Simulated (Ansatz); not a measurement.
# RuO4(NH3) (H3NO4Ru): geometry, orbitals and charge

What does RuO4(NH3) (H3NO4Ru) look like as a singlet, and where do its frontier electrons sit?

Computed with Ansatz 0.2.0, Gaussian basis. Level: RKS PBE0-D4/def2-TZVP.

Levels to be run: relaxation at PBE-D4/def2-SVP; a search for the lowest solution at PBE0-D4/def2-SVP; a single point at PBE0-D4/def2-TZVP; harmonic vibrations at PBE-D4/def2-SVP.

3 further runs of the same task are left out: 3 set aside as unsound or not needed. Runs told in other sessions of the task aren't counted.

## 1. Starting geometry

9 atoms, charge 0, spin multiplicity 1.

Atoms are counted from 1 here; the program's logs count them from 0.

Bond lengths: Ru1–O2 1.616 Å, Ru1–N3 2.577 Å, Ru1–O7 1.617 Å, Ru1–O8 1.617 Å, Ru1–O9 1.617 Å, N3–H4 1.016 Å, N3–H5 1.016 Å, N3–H6 1.016 Å. Angles: O2–Ru1–N3 179.9°, O2–Ru1–O7 103.9°, O2–Ru1–O8 103.9°, O2–Ru1–O9 103.9°, N3–Ru1–O7 76.1°, N3–Ru1–O8 76.1°, N3–Ru1–O9 76.0°, O7–Ru1–O8 114.4°, O7–Ru1–O9 114.4°, O8–Ru1–O9 114.4°, Ru1–N3–H4 110.3°, Ru1–N3–H5 110.5°, Ru1–N3–H6 110.3°, H4–N3–H5 108.6°, H4–N3–H6 108.5°, H5–N3–H6 108.6°.

Coordinates:

| atom | x (Å) | y (Å) | z (Å) |
| --- | --- | --- | --- |
| Ru1 | -0.0004 | 0.0022 | 1.2131 |
| O2 | -0.0009 | 0.0032 | 2.8286 |
| N3 | 0.0005 | -0.0018 | -1.3636 |
| H4 | 0.5227 | -0.7995 | -1.7142 |
| H5 | 0.4286 | 0.8471 | -1.7211 |
| H6 | -0.9504 | -0.0579 | -1.7163 |
| O7 | 1.5697 | 0.0059 | 0.8250 |
| O8 | -0.7877 | 1.3599 | 0.8233 |
| O9 | -0.7821 | -1.3591 | 0.8251 |

Formally the metal is d0. Ru takes a core potential in the def2 sets. No spin-orbit coupling is included.

The start is a GFN2-xTB geometry.

## 2. Optimising with PBE-D4/def2-SVP

Contents of in.yaml:

```yaml
crystal:
  periodic: [false, false, false]
  atoms:
    - {symbol: Ru, position_ang: [-0.000410, 0.002200, 1.213060]}
    - {symbol: O, position_ang: [-0.000940, 0.003180, 2.828580]}
    - {symbol: N, position_ang: [0.000540, -0.001830, -1.363560]}
    - {symbol: H, position_ang: [0.522680, -0.799460, -1.714190]}
    - {symbol: H, position_ang: [0.428560, 0.847070, -1.721060]}
    - {symbol: H, position_ang: [-0.950400, -0.057890, -1.716260]}
    - {symbol: O, position_ang: [1.569700, 0.005930, 0.825040]}
    - {symbol: O, position_ang: [-0.787670, 1.359890, 0.823340]}
    - {symbol: O, position_ang: [-0.782050, -1.359080, 0.825060]}
basis:
  gaussian: {orbitals: def2-SVP}
hamiltonian: {xc: pbe, dispersion: d4}
scf: {lower_state_search: "off"}
output: {orbitals: {seedname: orbitals}}
relax: {f_tol: 0.02, max_steps: 100}
```

The run is started by

```
$ ansatz run in.yaml --threads 4 --pin off --events-out ev --progress --plain --max-ram 4787MiB
```

Further steps of the session: Searching for the lowest solution, PBE0-D4/def2-SVP; Single point, PBE0-D4/def2-TZVP; Vibrations by finite differences.

**Question.** What will the summary of the whole plan be? Wanted: point group; near neighbours of the metal; HOMO, LUMO at PBE0-D4/def2-TZVP; charge on the metal; dipole at PBE-D4/def2-SVP; lowest, highest wavenumber.

**Answer**, as computed:

```
                                         quantity                                     value
                                      point group                                       C3v
                     near neighbours of the metal  O 1.70, N 2.52, O 1.71, O 1.71, O 1.71 Å
                  HOMO, LUMO at PBE0-D4/def2-TZVP                           -8.71, -4.62 eV
charge on the metal (Mulliken, PBE0-D4/def2-TZVP)                                   +1.63 e
                        dipole at PBE-D4/def2-SVP                                    4.41 D
                       lowest, highest wavenumber                             37, 3527 cm⁻¹
```

In words: The molecule keeps its bonding pattern by the stored test; the atoms moved 0.06 Å (rms). The metal has 5 near neighbours by the distance rule, from 1.70 to 2.52 Å. The Mulliken charge of the metal, +1.63 e, depends on the basis and isn't its oxidation state. All wavenumbers are real: a minimum at this level. Whether this spin is the lowest isn't tested here.
